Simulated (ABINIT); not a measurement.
# TaTe (Pm-3m) in ABINIT: notebook

The runs below take TaTe through equation of state, with PBE.

Program: ABINIT 10.8.3 (patched build). These are calculated values, not measurements. Logs are shortened: lines on timing, memory, paths and dates and some standing lists are left out, and cuts for length are marked. The log counts tension as positive stress, the text compression.

### 1 The structure

Symmetry: Pm-3m, No. 221, cubic system. The conventional cell has a = 3.420 Å, b = 3.420 Å, c = 3.420 Å, α = 90.00°, β = 90.00°, γ = 90.00°. Ta (site symmetry m-3m) is surrounded by 8 Te at 2.96 Å. Te (site symmetry m-3m) is surrounded by 8 Ta at 2.96 Å.

The cell was built by a generator and needn't be a form met in nature.

### 2 Equation of state, PBE

The input, run.abi:

```
# Datasets: one volume each
ndtset 7
getwfk -1
scalecart1 3*0.9795861087
scalecart2 3*0.9864848297
scalecart3 3*0.9932883884
scalecart4 3*1.0000000000
scalecart5 3*1.0066227096
scalecart6 3*1.0131594038
scalecart7 3*1.0196128224

# Pseudopotentials
pp_dirpath "./"
pseudos "Ta.upf, Te.upf"

# Structure
acell 3.42009 3.42009 3.42009 Angstrom
rprim
     1.0000000000     0.0000000000     0.0000000000
     0.0000000000     1.0000000000     0.0000000000
     0.0000000000     0.0000000000     1.0000000000
ntypat 2
znucl 73 52
natom 2
typat 1 2
xred
     0.5000000000     0.5000000000     0.5000000000
     0.0000000000     0.0000000000     0.0000000000

# Plane-wave basis
ecut 40.0

# k points
kptopt 1
ngkpt 6 6 6
nshiftk 1
shiftk 0.0 0.0 0.0

# Exchange and correlation
ixc 11

# Bands and occupations
nband 19
occopt 3
tsmear 0.05 eV

# SCF cycle
nstep 100
tolvrs 1.0e-10

# Output
iomode 3
prtwf 1
prtden 0
prteig 0
prtebands 0
enunit 1
```

Potentials or basis: PseudoDojo NC SR PBE v0.4.1 standard.

Launch:

```bash
$ abinit run.abi > log 2>&1
```

run.abo:

```text
.Version 10.8.3 of ABINIT
 DATASET    1 : space group Pm -3 m (#221); Bravais cP (primitive cubic)
================================================================================
 Values of the parameters that define the memory need for DATASET  1.
     intxc =       0    ionmov =       0      iscf =       7    lmnmax =       8
     lnmax =       8     mgfft =      40  mpssoang =       4    mqgrid =    3001
     natom =       2  nloc_mem =       1    nspden =       1   nspinor =       1
    nsppol =       1      nsym =      48    n1xccc =    2501    ntypat =       2
    occopt =       3   xclevel =       2
       mpw =        3092          nfft =       64000          nkpt =          20
================================================================================
================================================================================
[... 61 lines left out ...]
 DATASET    7 : space group Pm -3 m (#221); Bravais cP (primitive cubic)
================================================================================
 Values of the parameters that define the memory need for DATASET  7.
     intxc =       0    ionmov =       0      iscf =       7    lmnmax =       8
     lnmax =       8     mgfft =      40  mpssoang =       4    mqgrid =    3001
     natom =       2  nloc_mem =       1    nspden =       1   nspinor =       1
    nsppol =       1      nsym =      48    n1xccc =    2501    ntypat =       2
    occopt =       3   xclevel =       2
       mpw =        3483          nfft =       64000          nkpt =          20
================================================================================
================================================================================

--------------------------------------------------------------------------------
------------- Echo of variables that govern the present computation ------------
--------------------------------------------------------------------------------
 -outvars: echo values of preprocessed input variables --------
            acell      6.4630334260E+00  6.4630334260E+00  6.4630334260E+00 Bohr
              amu      1.80947900E+02  1.27600000E+02
             ecut      4.00000000E+01 Hartree
           enunit           1
           getwfk          -1
              ixc          11
           jdtset        1    2    3    4    5    6    7
         kptrlatt        6    0    0      0    6    0      0    0    6
          kptrlen1     3.79865866E+01
          kptrlen2     3.82541066E+01
          kptrlen3     3.85179363E+01
          kptrlen4     3.87782006E+01
          kptrlen5     3.90350173E+01
          kptrlen6     3.92884986E+01
          kptrlen7     3.95387505E+01
            natom           2
            nband          19
           ndtset           7
            ngfft          40      40      40
             nkpt          20
[... 111 lines left out ...]
--- Pseudopotential description ------------------------------------------------
- pspini: atom type   1  psp file is ./Ta.upf
12 -101130 3 -1 1450                          pspcod,pspxc,lmax,lloc,mmax
     nproj     2     2     2     2

- pspini: atom type   2  psp file is ./Te.upf
12 -101130 2 -1 1294                          pspcod,pspxc,lmax,lloc,mmax
     nproj     2     2     2     0

   1.69395225E+03                                ecore*ucvol(ha*bohr**3)
--------------------------------------------------------------------------------

================================================================================

--- !BeginCycle
iteration_state: {dtset: 1, }
solver: {iscf: 7, nstep: 100, nline: 4, wfoptalg: 0, }
tolerances: {tolvrs: 1.00E-10, }
...
[... 138 lines left out ...]
 getcut: wavevector=  0.0000  0.0000  0.0000  ngfft=  40  40  40
         ecut(hartree)=     40.000   => boxcut(ratio)=   2.20363

 getcut : COMMENT -
  Note that boxcut > 2.2 ; recall that boxcut=Gcut(box)/Gcut(sphere) = 2
  is sufficient for exact treatment of convolution.
  Such a large boxcut is a waste : you could raise ecut
  e.g. ecut=   48.559713 Hartrees makes boxcut=2

--------------------------------------------------------------------------------

-inwffil : will read wavefunctions from disk file runo_DS1_WFK.nc

================================================================================
[... 864 lines left out ...]
-Cartesian components of stress tensor (GPa)         [Pressure= -7.0723E+00 GPa]
- sigma(1 1)=  7.07230169E+00  sigma(3 2)=  0.00000000E+00
- sigma(2 2)=  7.07230169E+00  sigma(3 1)=  0.00000000E+00
- sigma(3 3)=  7.07230169E+00  sigma(2 1)=  0.00000000E+00

== END DATASET(S) ==============================================================
================================================================================

 -outvars: echo values of variables after computation  --------
            acell      6.4630334260E+00  6.4630334260E+00  6.4630334260E+00 Bohr
           etotal1    -1.6994244481E+02
           etotal2    -1.6994412227E+02
           etotal3    -1.6994511348E+02
           etotal4    -1.6994549145E+02
           etotal5    -1.6994532219E+02
           etotal6    -1.6994466442E+02
           etotal7    -1.6994357135E+02
            fcart1    -0.0000000000E+00 -0.0000000000E+00 -0.0000000000E+00
                      -0.0000000000E+00 -0.0000000000E+00 -0.0000000000E+00
            fcart2    -0.0000000000E+00 -0.0000000000E+00 -0.0000000000E+00
                      -0.0000000000E+00 -0.0000000000E+00 -0.0000000000E+00
            fcart3    -0.0000000000E+00 -0.0000000000E+00 -0.0000000000E+00
                      -0.0000000000E+00 -0.0000000000E+00 -0.0000000000E+00
            fcart4    -0.0000000000E+00 -0.0000000000E+00 -0.0000000000E+00
                      -0.0000000000E+00 -0.0000000000E+00 -0.0000000000E+00
            fcart5    -0.0000000000E+00 -0.0000000000E+00 -0.0000000000E+00
                      -0.0000000000E+00 -0.0000000000E+00 -0.0000000000E+00
[... 38 lines left out ...]
                       0.0000000000E+00  0.0000000000E+00  0.0000000000E+00
           xangst1     1.6751363273E+00  1.6751363273E+00  1.6751363273E+00
                       0.0000000000E+00  0.0000000000E+00  0.0000000000E+00
           xangst2     1.6869334506E+00  1.6869334506E+00  1.6869334506E+00
                       0.0000000000E+00  0.0000000000E+00  0.0000000000E+00
           xangst3     1.6985678421E+00  1.6985678421E+00  1.6985678421E+00
                       0.0000000000E+00  0.0000000000E+00  0.0000000000E+00
           xangst4     1.7100450000E+00  1.7100450000E+00  1.7100450000E+00
                       0.0000000000E+00  0.0000000000E+00  0.0000000000E+00
           xangst5     1.7213701314E+00  1.7213701314E+00  1.7213701314E+00
                       0.0000000000E+00  0.0000000000E+00  0.0000000000E+00
           xangst6     1.7325481727E+00  1.7325481727E+00  1.7325481727E+00
                       0.0000000000E+00  0.0000000000E+00  0.0000000000E+00
           xangst7     1.7435838089E+00  1.7435838089E+00  1.7435838089E+00
                       0.0000000000E+00  0.0000000000E+00  0.0000000000E+00
             xred      5.0000000000E-01  5.0000000000E-01  5.0000000000E-01
                       0.0000000000E+00  0.0000000000E+00  0.0000000000E+00
 Calculation completed.
```

It took 3 min on 1 thread of Arm Neoverse V2, shared host; peak memory 0.12 GiB.

Results:

```
Equilibrium volume                      : 20.07 Å³/atom
Bulk modulus                            : 146 GPa
Pressure derivative of the bulk modulus : 4.7
```

Energy against volume, from the lowest point:
| volume (Å³/atom) | energy (meV/atom) |
| --- | --- |
| 18.802 | 41.45 |
| 19.202 | 18.63 |
| 19.602 | 5.14 |
| 20.002 | 0.00 |
| 20.402 | 2.30 |
| 20.803 | 11.25 |
| 21.203 | 26.12 |

Caveat: pressures at fixed basis lie under the slope of the energies. The run has no spin-orbit coupling, so splittings on Ta, Te are missing.

### 3 Equation of state, PBE

run.abi: that of step 2 with these lines changed.

```diff
@@ -13,3 +13,3 @@
 pp_dirpath "./"
-pseudos "Ta.upf, Te.upf"
+pseudos "Ta_ONCV_PBE-1.2.upf, Te_ONCV_PBE-1.2.upf"
 
@@ -30,3 +30,3 @@
 # Plane-wave basis
-ecut 40.0
+ecut 30.0
 
@@ -42,3 +42,3 @@
 # Bands and occupations
-nband 19
+nband 26
 occopt 3
```

Potentials or basis: SG15 NC PBE v1.2.

Launch:

```bash
$ abinit run.abi > log 2>&1
```

Wall time 2.7 min (1 thread of Arm Neoverse V2, shared host); peak memory 0.11 GiB.

The run converged. Its results:

| Property | Result |
| --- | --- |
| Equilibrium volume | 20.08 Å³/atom |
| Bulk modulus | 147 GPa |
| Pressure derivative of the bulk modulus | 4.9 |

Energy against volume, from the lowest point:
```
volume (Å³/atom)  energy (meV/atom)
          18.802              42.26
          19.202              19.14
          19.602               5.39
          20.002               0.00
          20.402               2.29
          20.803              11.02
          21.203              25.71
```

Caveat: pressures at fixed basis lie under the slope of the energies. Spin-orbit coupling is left out, which matters for the levels of Ta, Te.

### 4 Equation of state, PBE

run.abi: that of step 3 with these lines changed.

```diff
@@ -13,3 +13,3 @@
 pp_dirpath "./"
-pseudos "Ta_ONCV_PBE-1.2.upf, Te_ONCV_PBE-1.2.upf"
+pseudos "Ta.upf, Te.upf"
 
@@ -30,3 +30,3 @@
 # Plane-wave basis
-ecut 30.0
+ecut 41.0
```

Potentials or basis: Ansatz NC PBE.

Launch:

```bash
$ abinit run.abi > log 2>&1
```

Run time: 7.2 min. Hardware: 1 thread of Arm Neoverse V2, shared host; peak memory 0.13 GiB.

The run converged. Its results:

```
Equilibrium volume                      : 20.01 Å³/atom
Bulk modulus                            : 146 GPa
Pressure derivative of the bulk modulus : 4.7
```

Energy against volume, from the lowest point:
```tsv
volume (Å³/atom)	energy (meV/atom)
18.802	37.20
19.202	15.97
19.602	3.90
20.002	0.00
20.402	3.42
20.803	13.35
21.203	29.11
```

Caveat: pressures at fixed basis lie under the slope of the energies. The run has no spin-orbit coupling, so splittings on Ta, Te are missing.

### 5 Equation of state, PBE

run.abi: that of step 4 with these lines changed.

```diff
@@ -13,3 +13,3 @@
 pp_dirpath "./"
-pseudos "Ta.upf, Te.upf"
+pseudos "73_Ta_13_2.2_2.6_pbe_n_v1.0.psp8, 52_Te_16_2.3_2.3_pbe_n_v1.0.psp8"
 
@@ -30,3 +30,3 @@
 # Plane-wave basis
-ecut 41.0
+ecut 26.0
 
@@ -42,3 +42,3 @@
 # Bands and occupations
-nband 26
+nband 19
 occopt 3
```

Potentials or basis: SPMS NC PBE v1.0.

Launch:

```bash
$ abinit run.abi > log 2>&1
```

run.abo:

```text
.Version 10.8.3 of ABINIT
 DATASET    1 : space group Pm -3 m (#221); Bravais cP (primitive cubic)
================================================================================
 Values of the parameters that define the memory need for DATASET  1.
     intxc =       0    ionmov =       0      iscf =       7    lmnmax =       8
     lnmax =       8     mgfft =      30  mpssoang =       4    mqgrid =    3001
     natom =       2  nloc_mem =       1    nspden =       1   nspinor =       1
    nsppol =       1      nsym =      48    n1xccc =    2501    ntypat =       2
    occopt =       3   xclevel =       2
       mpw =        1629          nfft =       27000          nkpt =          20
================================================================================
================================================================================
[... 61 lines left out ...]
 DATASET    7 : space group Pm -3 m (#221); Bravais cP (primitive cubic)
================================================================================
 Values of the parameters that define the memory need for DATASET  7.
     intxc =       0    ionmov =       0      iscf =       7    lmnmax =       8
     lnmax =       8     mgfft =      32  mpssoang =       4    mqgrid =    3001
     natom =       2  nloc_mem =       1    nspden =       1   nspinor =       1
    nsppol =       1      nsym =      48    n1xccc =    2501    ntypat =       2
    occopt =       3   xclevel =       2
       mpw =        1831          nfft =       32768          nkpt =          20
================================================================================
================================================================================

[... 1173 lines left out ...]
           etotal2    -1.6493039260E+02
           etotal3    -1.6493134823E+02
           etotal4    -1.6493169371E+02
           etotal5    -1.6493149461E+02
           etotal6    -1.6493080774E+02
           etotal7    -1.6492968908E+02
            fcart1    -0.0000000000E+00 -0.0000000000E+00 -0.0000000000E+00
                      -0.0000000000E+00 -0.0000000000E+00 -0.0000000000E+00
            fcart2    -0.0000000000E+00 -0.0000000000E+00 -0.0000000000E+00
                      -0.0000000000E+00 -0.0000000000E+00 -0.0000000000E+00
            fcart3    -0.0000000000E+00 -0.0000000000E+00 -0.0000000000E+00
                      -0.0000000000E+00 -0.0000000000E+00 -0.0000000000E+00
            fcart4    -0.0000000000E+00 -0.0000000000E+00 -0.0000000000E+00
                      -0.0000000000E+00 -0.0000000000E+00 -0.0000000000E+00
            fcart5    -0.0000000000E+00 -0.0000000000E+00 -0.0000000000E+00
                      -0.0000000000E+00 -0.0000000000E+00 -0.0000000000E+00
[... 38 lines left out ...]
                       0.0000000000E+00  0.0000000000E+00  0.0000000000E+00
           xangst1     1.6751363273E+00  1.6751363273E+00  1.6751363273E+00
                       0.0000000000E+00  0.0000000000E+00  0.0000000000E+00
           xangst2     1.6869334506E+00  1.6869334506E+00  1.6869334506E+00
                       0.0000000000E+00  0.0000000000E+00  0.0000000000E+00
           xangst3     1.6985678421E+00  1.6985678421E+00  1.6985678421E+00
                       0.0000000000E+00  0.0000000000E+00  0.0000000000E+00
           xangst4     1.7100450000E+00  1.7100450000E+00  1.7100450000E+00
                       0.0000000000E+00  0.0000000000E+00  0.0000000000E+00
           xangst5     1.7213701314E+00  1.7213701314E+00  1.7213701314E+00
                       0.0000000000E+00  0.0000000000E+00  0.0000000000E+00
           xangst6     1.7325481727E+00  1.7325481727E+00  1.7325481727E+00
                       0.0000000000E+00  0.0000000000E+00  0.0000000000E+00
           xangst7     1.7435838089E+00  1.7435838089E+00  1.7435838089E+00
                       0.0000000000E+00  0.0000000000E+00  0.0000000000E+00
             xred      5.0000000000E-01  5.0000000000E-01  5.0000000000E-01
                       0.0000000000E+00  0.0000000000E+00  0.0000000000E+00
 Calculation completed.
```

Wall time 79 s (1 thread of Arm Neoverse V2, shared host); peak memory 0.1 GiB.

What came out:

```yaml
Equilibrium_volume: 20.05 Å³/atom
Bulk_modulus: 147 GPa
Pressure_derivative_of_the_bulk_modulus: 4.7
```

Energy against volume, from the lowest point:
```csv
volume (Å³/atom),energy (meV/atom)
18.802,39.99
19.202,17.70
19.602,4.70
20.002,0.00
20.402,2.71
20.803,12.05
21.203,27.27
```

Caveat: pressures at fixed basis lie under the slope of the energies. Spin-orbit coupling is left out, which matters for the levels of Ta, Te.

### 6 Equation of state, PBE

run.abi: that of step 5 with these lines changed.

```diff
@@ -13,3 +13,3 @@
 pp_dirpath "./"
-pseudos "73_Ta_13_2.2_2.6_pbe_n_v1.0.psp8, 52_Te_16_2.3_2.3_pbe_n_v1.0.psp8"
+pseudos "Ta.GGA_PBE-JTH.xml, Te.GGA_PBE-JTH.xml"
 
@@ -30,3 +30,5 @@
 # Plane-wave basis
-ecut 26.0
+ecut 19.0
+pawecutdg 38.0
+pawxcdev 0
 
@@ -42,3 +44,3 @@
 # Bands and occupations
-nband 19
+nband 14
 occopt 3
@@ -48,3 +50,3 @@
 nstep 100
-tolvrs 1.0e-10
+tolvrs 1.0e-9
```

Potentials or basis: JTH PAW PBE v2.0.

Launch:

```bash
$ abinit run.abi > log 2>&1
```

Run time: 39 s. Hardware: 1 thread of Arm Neoverse V2, shared host; peak memory 0.14 GiB.

Results (log left out):

```yaml
Equilibrium_volume: 20.18 Å³/atom
Bulk_modulus: 147 GPa
Pressure_derivative_of_the_bulk_modulus: "4.3 (rough: it moves with the points fitted)"
```

Energy against volume, from the lowest point:
```tsv
volume (Å³/atom)	energy (meV/atom)
18.802	47.90
19.202	22.66
19.602	7.01
20.002	0.00
20.402	0.07
20.803	7.46
21.203	20.95
```

Caveat: pressures at fixed basis lie under the slope of the energies. Spin-orbit coupling is left out, which matters for the levels of Ta, Te.

### 7 The runs side by side

```csv
potentials or basis,cutoff (eV),fine-grid cutoff,V0 of scaled cells (Å³/atom),B0 (GPa)
PseudoDojo NC SR PBE v0.4.1 standard,1088,-,20.07,146
SG15 NC PBE v1.2,816,-,20.08,147
Ansatz NC PBE,1116,-,20.01,146
SPMS NC PBE v1.0,707,-,20.05,147
JTH PAW PBE v2.0,517,1034.03 eV,20.18,147
```

Alike in all rows: task equation of state; level PBE; no spin polarisation; cell as given; k mesh 6 × 6 × 6; smearing fermi-dirac 0.05 eV.

Caveats: pressures at fixed basis lie under the slope of the energies.

Total energies depend on the potentials used, so only differences within one code and one set of settings carry meaning.
